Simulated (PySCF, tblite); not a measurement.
# C9H9N3: geometry, infrared bands and NMR shifts

Wanted: the infrared bands and NMR shifts of C9H9N3 (`c1cc(C2CC2)n2nncc2c1`), by calculation.

Computed with tblite 0.8.0 and PySCF 2.14.0, with density-fitted response routines of our own, on a single molecule in the gas phase. Atoms count from 0, in the outputs and in this text.

## (1) Starting geometry

21 atoms, charge 0, multiplicity 1; geometry from: force field or distance geometry start.

Bonds of the start (Å): C0–C1 1.47, C1–C2 1.35, C2–C3 1.49, C3–C4 1.52, C4–C5 1.51, C2–N6 1.42, N6–N7 1.37, N7–N8 1.32, N8–C9 1.35, C9–C10 1.37, C10–C11 1.42, C11–C0 1.34, C5–C3 1.51, C10–N6 1.40, C0–H12 1.08, C1–H13 1.08, C3–H14 1.09, C4–H15 1.09, C4–H16 1.08, C5–H17 1.08, C5–H18 1.08, C9–H19 1.09, C11–H20 1.08.

## (2) Geometry optimisation with GFN2-xTB

Job settings and geometry (Å):

```
{"job": {"kind": "relax", "xc": "GFN2-xTB", "basis": "xTB"}, "charge": 0, "multiplicity": 1}
C      1.486200    -1.578600    -0.794000
C      0.078900    -1.226400    -0.580000
C     -0.247600    -0.047900    -0.010200
C     -1.637300     0.432600     0.257000
C     -2.701100    -0.549600     0.718400
C     -2.776800     0.062900    -0.662600
N      0.806100     0.834400     0.331900
N      0.757700     2.076100     0.907800
N      1.990200     2.531300     1.057700
C      2.848900     1.595700     0.592600
C      2.149400     0.510000     0.124900
C      2.470600    -0.741400    -0.456700
H      1.687600    -2.539500    -1.233100
H     -0.657700    -1.961500    -0.869900
H     -1.701400     1.426200     0.712300
H     -3.413600    -0.205600     1.468600
H     -2.464300    -1.599300     0.794200
H     -2.588300    -0.578800    -1.516500
H     -3.531900     0.820600    -0.833600
H      3.926600     1.755600     0.615700
H      3.509000    -0.999800    -0.625100
```

Command:

```bash
$ OMP_NUM_THREADS=1 python probes_run.py task.json out
```

One launch serves the whole session: the jobs run in the order shown.

**Question.** This job is followed by: GFN2-xTB harmonic vibrations, gas phase; GIAO PBE0/pcSseg-1 NMR shielding, non-relativistic, gas phase. Predict these results of the whole session: strongest single infrared mode (GFN2-xTB); zero-point energy (GFN2-xTB); 13C shifts against TMS (PBE0/pcSseg-1, means over atoms taken as alike); 1H shifts against TMS (PBE0/pcSseg-1, means over atoms taken as alike); 15N shifts against NH3 (PBE0/pcSseg-1).

The runs gave:

```
                                                               quantity                                                     value
                              strongest single infrared mode (GFN2-xTB)                                      1288 cm⁻¹, 79 km/mol
                                           zero-point energy (GFN2-xTB)                                            103.1 kcal/mol
13C shifts against TMS (PBE0/pcSseg-1, means over atoms taken as alike)  150.1, 140.7, 129.3, 129.3, 118.8, 108.8, 16.1, 11.6 ppm
 1H shifts against TMS (PBE0/pcSseg-1, means over atoms taken as alike)              8.22, 7.77, 7.36, 6.32, 4.16, 1.42, 0.91 ppm
                                 15N shifts against NH3 (PBE0/pcSseg-1)                                   393.0, 361.2, 286.1 ppm
```

What this shows: Relaxing lowered the energy by 0.296 eV in 37 steps; the close pair that moved most is C0–C1, from 1.466 to 1.410 Å. No mode is imaginary among the 57: a minimum at this level. The strongest single mode, at 1288 cm⁻¹, has its largest shares on N7, N8, N6 and C10 (the list is cut at 4 atoms). Unscaled tight-binding wavenumbers are off by several per cent, some by more. Its intensities can rank the bands wrongly. At PBE0/pcSseg-1: The largest span, 590 ppm, is at N8, where the paramagnetic term is -454 ppm. NICS(1)zz of -22 ppm above the planar ring from C0 marks a diatropic (aromatic) ring current. NICS(1)zz of -40 ppm above the planar ring from N6 marks a diatropic (aromatic) ring current.
